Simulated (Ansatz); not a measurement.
# PtSe (Fm-3m) in Ansatz: a series of runs

One crystal, PtSe, is run at these levels: PBE, PBEsol; tasks: phonons, elastic constants.

Program: Ansatz 0.2.0. These are calculated values, not measurements. Logs are shortened: lines on timing, memory, paths and dates and some standing lists are left out, and cuts for length are marked.

## 1. The crystal as given

The structure is cubic, space group Fm-3m (No. 225). The conventional cell has a = 5.597 Å, b = 5.597 Å, c = 5.597 Å, α = 90.00°, β = 90.00°, γ = 90.00°. Pt (site symmetry m-3m) is surrounded by 6 Se at 2.80 Å. Se (site symmetry m-3m) is surrounded by 6 Pt at 2.80 Å.

The cell comes from a database or a generator and needn't be the stable form of this composition.

## 2. Phonons, PBE

File input.yaml:

```yaml
crystal:
  lattice:
    - [0.0, 2.79841113, 2.79841113]
    - [2.79841113, 0.0, 2.79841113]
    - [2.79841113, 2.79841113, 0.0]
  atoms:
    - { symbol: Pt, position: [0.5, 0.5, 0.5] }
    - { symbol: Se, position: [0.0, 0.0, 0.0] }
kpoints:
  mp_grid: { grid: [8, 8, 8] }
scf:
  occupations: { method: fermi_dirac, width: 0.05 }
hamiltonian:
  xc: pbe
  pseudopotentials: { kind: all_electron, lapw: { basis_error: 0.002 } }
output: {}
phonons:
  method: fd
  supercell: [1, 1, 1]
```

Potentials or basis: all-electron LAPW, scalar-relativistic.

The run is started by

```console
$ ansatz run input.yaml --threads 1 --pin off --max-ram 3072MiB --backend cpu --events-out ev --progress --plain --runs-dir out
```

The program printed:

```text
Warning: RAYON_NUM_THREADS=1 ignored (pool sized by the plan → 1); use --threads N
LAPW: plane waves up to 7.860 Å⁻¹, error target 2.0e-3 eV per atom; small_component_spin mean_spin; Se in spheres of 1.290 Å, 24 of its electrons in bands, Dirac shells []; Pt in spheres of 1.424 Å, 42 of its electrons in bands, Dirac shells [] (how accurate: hamiltonian.pseudopotentials.lapw.basis_error, Limitations)
Engine: ansatz 0.2.0, aarch64-unknown-linux-gnu
Pseudopotentials: kind: all_electron
Pseudopotential: Pt, LAPW, valence charge 42, lapw/all_electron/scalar/gaussian/Pt, Koelling and Harmon's equation, gaussian nucleus
Pseudopotential: Se, LAPW, valence charge 24, lapw/all_electron/scalar/gaussian/Se, Koelling and Harmon's equation, gaussian nucleus
Functional definition: PBE
  parameter kappa = 0.804
  parameter beta = 0.06672455060314922
  exchange = pbe_x(kappa = kappa, mu = beta*pi^2/3)
  correlation = pbe_c(beta = beta)
Crystal: 2 atoms, lattice volume = 43.829 Å³
Basis set: ecut = 235.36481442493385 eV, 339 PW (Γ), exchange–correlation at level 2
Bands: 40, of which v1, the nominal top of the filled ones, is band 33 counted from 1 (32 counted from 0)
Symmetry: 48 space group operations
k-points: 29 of 512
Non-local potential: Pt, projectors of the file, none
Non-local potential: Se, projectors of the file, none
Initial density: superposition of atomic densities (chi_scale 0.1, normalization cell, long waves kept (reshape's long-wave potential 0.00 eV rms))
Initial wavefunctions: plane waves of lowest kinetic energy (no species holds an atomic orbital)
Functional: x = pbe(κ = 0.804, μ = 0.2195149727645171), c = pbe(β = 0.06672455060314922)
iter 1 solved again at ethr=2.11e-4 eV; its pass at ethr=1.00e-1 eV (dr2=1.39e-1 eV) is discarded
SCF iter   1: F=—  HF=-567082.831675 eV  |F-HF|=—  |Δ(HF+E_count)|=         —  Δρ=1.69e-2  dr2=1.40e-1  ethr=2.11e-4  ⟨swp⟩=2.9  Hψ=7212  notcnv=0
preconditioner: auto → LDOS  [metal: Δε(μ)=0.099 eV  Ē_g=11.314 eV  σ=0.050 eV  W_gap=0.42  n_scr=14 (ndim 8)  ℏωp=22.4 eV  f_vac=0.122  D(μ)=1.00/eV (n_scr^D=8)  β→1.0]
iter 2 solved again at ethr=7.10e-6 eV; its pass at ethr=2.11e-4 eV (dr2=4.69e-3 eV) is discarded
SCF iter   2: F=—  HF=-567082.727365 eV  |F-HF|=—  |Δ(HF+E_count)|=   1.04e-1  Δρ=3.27e-3  dr2=4.69e-3  ethr=7.10e-6  ⟨swp⟩=2.0  Hψ=5947  notcnv=0
SCF iter   3: F=—  HF=-567082.672461 eV  |F-HF|=—  |Δ(HF+E_count)|=   5.49e-2  Δρ=2.22e-3  dr2=2.73e-3  ethr=7.10e-6  ⟨swp⟩=3.0  Hψ=3808  notcnv=0
SCF iter   4: F=—  HF=-567082.661866 eV  |F-HF|=—  |Δ(HF+E_count)|=         —  Δρ=7.40e-4  dr2=2.97e-4  ethr=4.13e-6  ⟨swp⟩=2.0  Hψ=3376  notcnv=0
the basis was enlarged: its passes take 285.5 KiB over the memory plan, 1 of 1 planned eigensolver slots
SCF iter   5: F=—  HF=-567082.661529 eV  |F-HF|=—  |Δ(HF+E_count)|=   3.37e-4  Δρ=1.64e-4  dr2=1.13e-5  ethr=4.50e-7  ⟨swp⟩=2.0  Hψ=3376  notcnv=0
SCF iter   6: F=—  HF=-567082.661534 eV  |F-HF|=—  |Δ(HF+E_count)|=   4.78e-6  Δρ=2.39e-5  dr2=1.15e-7  ethr=1.71e-8  ⟨swp⟩=2.4  Hψ=3388  notcnv=0
SCF iter   7: F=—  HF=-567082.661533 eV  |F-HF|=—  |Δ(HF+E_count)|=   1.16e-6  Δρ=1.09e-5  dr2=2.89e-8  ethr=1.74e-10  ⟨swp⟩=3.0  Hψ=3505  notcnv=0
SCF iter   8: F=—  HF=-567082.661533 eV  |F-HF|=—  |Δ(HF+E_count)|=   7.89e-8  Δρ=1.83e-6  dr2=1.27e-9  ethr=4.38e-11  ⟨swp⟩=3.0  Hψ=3591  notcnv=0
SCF iter   9: F=-567082.661533 eV  HF=-567082.661533 eV  |F-HF|=1.16e-10  |Δ(HF+E_count)|=  8.15e-10  Δρ=1.78e-7  dr2=1.12e-11  ethr=7.74e-12 (applied; sched 1.93e-12)  ⟨swp⟩=2.9  Hψ=3420  notcnv=0
SCF 1 converged in 9 iterations: F = -567082.661533 eV  dr2 = 1.12e-11
Symmetry: 8 space group operations
k-points: 59 of 512 (time reversal used)
Initial density: handed on by an earlier stage of this run
Initial wavefunctions: plane waves of lowest kinetic energy (no species holds an atomic orbital; no wavefunctions were taken with the density)
iter 1 solved again at ethr=1.44e-7 eV; its pass at ethr=1.00e-1 eV (dr2=9.50e-5 eV) is discarded
SCF iter   1: F=—  HF=-567082.661485 eV  |F-HF|=—  |Δ(HF+E_count)|=         —  Δρ=3.82e-4  dr2=9.28e-5  ethr=1.44e-7  ⟨swp⟩=5.1  Hψ=18010  notcnv=0
preconditioner: auto → LDOS  [metal: Δε(μ)=0.050 eV  Ē_g=11.534 eV  σ=0.050 eV  W_gap=0.23  n_scr=14 (ndim 8)  ℏωp=22.4 eV  f_vac=0.122  D(μ)=1.23/eV (n_scr^D=14)  β→1.0]
SCF iter   2: F=—  HF=-567082.661479 eV  |F-HF|=—  |Δ(HF+E_count)|=   5.73e-6  Δρ=2.24e-4  dr2=4.05e-5  ethr=1.41e-7  ⟨swp⟩=3.0  Hψ=7045  notcnv=0
iter 3 solved again at ethr=1.28e-9 eV; its pass at ethr=6.13e-8 eV (dr2=8.43e-7 eV) is discarded
SCF iter   3: F=—  HF=-567082.661460 eV  |F-HF|=—  |Δ(HF+E_count)|=   1.91e-5  Δρ=3.73e-5  dr2=8.55e-7  ethr=1.28e-9  ⟨swp⟩=2.0  Hψ=11692  notcnv=0
SCF iter   4: F=—  HF=-567082.661460 eV  |F-HF|=—  |Δ(HF+E_count)|=   3.42e-7  Δρ=6.20e-6  dr2=8.21e-9  ethr=1.28e-9  ⟨swp⟩=2.0  Hψ=6872  notcnv=0
SCF iter   5: F=-567082.661460 eV  HF=-567082.661460 eV  |F-HF|=1.05e-9  |Δ(HF+E_count)|=   5.36e-9  Δρ=1.66e-6  dr2=4.91e-10  ethr=1.24e-11  ⟨swp⟩=3.0  Hψ=7028  notcnv=0
SCF 2 converged in 5 iterations: F = -567082.661460 eV  dr2 = 4.91e-10
iter 1 solved again at ethr=1.90e-7 eV; its pass at ethr=1.00e-1 eV (dr2=1.26e-4 eV) is discarded
SCF iter   1: F=—  HF=-567082.661497 eV  |F-HF|=—  |Δ(HF+E_count)|=         —  Δρ=4.16e-4  dr2=1.23e-4  ethr=1.90e-7  ⟨swp⟩=5.1  Hψ=17871  notcnv=0
SCF iter   2: F=—  HF=-567082.661487 eV  |F-HF|=—  |Δ(HF+E_count)|=   9.45e-6  Δρ=2.67e-4  dr2=5.64e-5  ethr=1.87e-7  ⟨swp⟩=3.0  Hψ=6997  notcnv=0
iter 3 solved again at ethr=1.50e-9 eV; its pass at ethr=8.55e-8 eV (dr2=9.90e-7 eV) is discarded
SCF iter   3: F=—  HF=-567082.661460 eV  |F-HF|=—  |Δ(HF+E_count)|=   2.71e-5  Δρ=3.93e-5  dr2=1.01e-6  ethr=1.50e-9  ⟨swp⟩=2.0  Hψ=11689  notcnv=0
SCF iter   4: F=—  HF=-567082.661460 eV  |F-HF|=—  |Δ(HF+E_count)|=   3.39e-7  Δρ=7.46e-6  dr2=1.11e-8  ethr=1.50e-9  ⟨swp⟩=2.0  Hψ=6872  notcnv=0
SCF iter   5: F=-567082.661460 eV  HF=-567082.661460 eV  |F-HF|=1.05e-9  |Δ(HF+E_count)|=   9.78e-9  Δρ=1.64e-6  dr2=6.41e-10  ethr=1.68e-11  ⟨swp⟩=3.0  Hψ=7144  notcnv=0
SCF 3 converged in 5 iterations: F = -567082.661460 eV  dr2 = 6.41e-10
SCF converged after 9 iterations
Free energy (F): -567082.661533 eV
Harris-Foulkes:  -567082.661533 eV  (|F-HF|=1.16e-10)
Internal energy: -567082.651274 eV  (E = F + TS)
E sigma→0 (E₀):  -567082.656403 eV
Entropy (-TS):   -0.010259 eV (-5.130 meV/atom)
Fermi energy:    14.256547 eV
--- Per-component energies (eV) ---
  E_band       = -5366.423970
  E_kinetic    = 636567.209892
  E_xc         = -12086.761021
  E_electrostatic = -1191563.100145  (all electrons and nuclei)
  E_smearing   = -0.010259  (= −TS)
  E_closure    = 0.000000  (closes the sum)
  E_atoms      = -567073.389838  (free atoms, spherical and without spin; not in F)
  Σ components = -567082.661533   (vs F -567082.661533, Δ=0.00e0)
  Basis errors (estimates in eV, not in F): energy 7.2e-4 per atom: plane waves 6.5e-4 (3.6e-4 summed), levels above the bands 2.3e-103, relativity 1.2e-7, radial functions 6.8e-5, core shells 4.3e-8; eigenvalues (radial functions only) 4.4e-6; not estimated: angular momenta, meshes, grids; target (lapw.basis_error) 2.0e-3; muffin-tin radii Se 1.290 Å, Pt 1.424 Å
--- Forces (eV/Å), atoms counted from 1 ---
  atom   1  Pt     0.00000000    -0.00000000     0.00000000
  atom   2  Se    -0.00000000     0.00000000    -0.00000000
  max |Σ_I F_I| component: 8.41e-30 eV/Å
--- Band table (eV; the first three rows and the last of 29) ---
  k-point 0: bands = ["-288.1113", "-288.1113", "-288.0260", "-288.0260", "-288.0260", "-194.4898", "-133.9543", "-133.9543", "-133.9543", "-83.2539", "-51.8277", "-51.8277", "-51.8277", "-51.7795", "-51.7795", "-51.7795", "-51.7189", "-37.4920", "-37.4920", "-37.4920", "-34.1484", "-34.1484", "-34.1484", "-34.1473", "-34.1473", "0.2744", "11.8839", "11.8839", "11.9282", "11.9282", "11.9282", "13.0605", "13.0605", "13.0605", "14.7301", "24.4666", "25.1060", "25.1060", "25.1060", "26.3252"]
  k-point 1: bands = ["-288.1113", "-288.1113", "-288.0260", "-288.0260", "-288.0260", "-194.4898", "-133.9543", "-133.9543", "-133.9543", "-83.2538", "-51.8277", "-51.8277", "-51.8277", "-51.7795", "-51.7795", "-51.7795", "-51.7189", "-37.4928", "-37.4922", "-37.4922", "-34.1484", "-34.1484", "-34.1484", "-34.1472", "-34.1472", "0.3995", "11.2464", "11.2985", "11.2985", "12.0149", "12.0149", "12.5317", "13.8090", "13.8090", "16.0576", "23.0276", "24.3193", "24.3193", "25.1632", "25.9884"]
  k-point 2: bands = ["-288.1113", "-288.1113", "-288.0260", "-288.0260", "-288.0260", "-194.4898", "-133.9543", "-133.9543", "-133.9543", "-83.2538", "-51.8277", "-51.8277", "-51.8277", "-51.7795", "-51.7795", "-51.7795", "-51.7189", "-37.4947", "-37.4927", "-37.4927", "-34.1483", "-34.1483", "-34.1483", "-34.1469", "-34.1469", "0.7309", "9.7151", "10.5759", "10.5759", "12.2499", "12.2499", "12.5882", "14.9604", "14.9604", "17.6961", "21.2978", "22.6083", "22.6083", "25.3312", "26.2813"]
  k-point 28: bands = ["-288.1113", "-288.1113", "-288.0260", "-288.0260", "-288.0260", "-194.4898", "-133.9543", "-133.9543", "-133.9543", "-83.2538", "-51.8277", "-51.8277", "-51.8277", "-51.7795", "-51.7795", "-51.7795", "-51.7189", "-37.4955", "-37.4955", "-37.4945", "-34.1482", "-34.1482", "-34.1480", "-34.1473", "-34.1466", "1.3412", "9.6715", "10.1353", "10.1353", "12.8498", "12.8498", "12.8660", "12.9648", "12.9822", "18.3084", "21.4360", "22.5290", "22.5290", "27.8876", "27.8876"]
--- Phonons: 2 displaced members + reference (amplitude 0.01 Å, Σ member SCF iterations 10) ---
  symmetry images taken by strict's conditions (phonons.symmetry_images: auto; settled by no image being taken that strict refuses)
  ASR residual: 6.173e-4 → 0.000e0 eV/Å²; symmetrization residual: 3.244e-6 eV/Å²
  largest component of a force at the reference: 1.0e-29 eV/Å
  ASR residual per site (eV/Å²): 6.17e-4 4.63e-4
  Γ frequencies (cm⁻¹): 0.00 0.00 0.00 84.09 84.09 84.09
  density of states and harmonic sums: on the 19×19×19 q-mesh, interpolated from the force constants of a 1×1×1 supercell (no non-analytic term)
  largest difference from the sums on the solved wave vectors: F 7.81e-1 eV, S 1.04e-3 and C_V 2.58e-4 eV/K
  zero-point energy: 0.021072 eV/cell   skipped modes (ω ≤ 0): 3   left out of the sums: 7.29e-5 of the cell's modes: C_V's classical limit lies that fraction below 3 k_B per atom; for a crystal, a wire or a layer, F and S can be off by more, and a phonons.interpolated_qmesh denser along its periods is the remedy for the sampling
```

Run time: 54 s. Hardware: 1 thread of Arm Neoverse V2, shared host; peak memory 0.37 GiB.

Results:

| Item | Value |
| --- | --- |
| Free energy | -567082.6615 eV |
| Band gap on the k mesh | none (metal or under the smearing width) |
| Highest phonon frequency at Γ | 84 cm⁻¹ |

Levels at points of the mesh, in eV from the Fermi level:
| k point | band 31 | band 32 | band 33 | band 34 | band 35 | band 36 |
| --- | --- | --- | --- | --- | --- | --- |
| (0.00, 0.00, 0.00) | -2.33 | -1.20 | -1.20 | -1.20 | 0.47 | 10.21 |
| (0.00, 0.00, -0.50) | -1.63 | -1.30 | 2.18 | 2.18 | 3.52 | 6.29 |
| (0.00, -0.50, -0.50) | -2.03 | -1.39 | -1.39 | -1.08 | -0.04 | 8.06 |

Phonon frequencies in cm⁻¹ (negative: imaginary):
```
              q point     frequencies
(0.000, 0.000, 0.000)  0 0 0 84 84 84
```

Caveat: a metal's response needs a denser mesh.

(Continued in part 2 of 2.)
